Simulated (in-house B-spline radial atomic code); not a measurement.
# As³²⁺: Hartree-Fock with and without relativity

How do the shells of As³²⁺ move when the Schrödinger Hamiltonian gives way to Dirac's?

Program: in-house B-spline radial atomic code version 1. Level of theory: Hartree-Fock averaged over the configuration, non-relativistic (point nucleus) and Dirac-Coulomb (finite nucleus); spherical all-electron atom at the radial basis limit. These are calculated values, not measurements, unless marked.

### 1 The atom as given

```
element       : arsenic (Z = 33)
charge        : +32
electrons     : 1
configuration : 1s1
nucleus       : point (non-relativistic run); Fermi, rms radius 4.097 fm (Dirac runs)
```

### 2 Non-relativistic run

Settings of the run:

```ini
Z = 33
electrons = 1.0
configuration = 1s1
hamiltonian = nr
method = hf
spin_polarised = False
```

### 3 Dirac-Coulomb run

Settings of the run:

```ini
Z = 33
electrons = 1.0
configuration = 1s1
hamiltonian = dirac
method = hf
spin_polarised = False
nucleus = fermi
rms_radius = 4.0968
mass_number = 75
atomic_mass = 74.921594562
speed_of_light = 137.035999084
```

Q: How much does each shell's level and mean radius change with the Dirac Hamiltonian, and the total energy?

**Answer**, as computed:

Levels and radii; the Dirac values are averaged over j with the occupations as weights.

| shell | ε non-rel. (eV) | ε Dirac (eV) | <r> non-rel. (bohr) | <r> Dirac (bohr) | change of <r> (%) |
| --- | --- | --- | --- | --- | --- |
| 1s | -14816.6 | -15037.7 | 0.04545 | 0.04456 | -1.96 |

**Reading.** The total energy moves by -8.1246 hartree, or -1.5 %, between the two Hamiltonians (nuclear size included). First-order perturbation theory (mass-velocity plus Darwin) gives -7.7704 hartree, which is 96 % of the full shift. The 1s shell changes by -1.96 %.
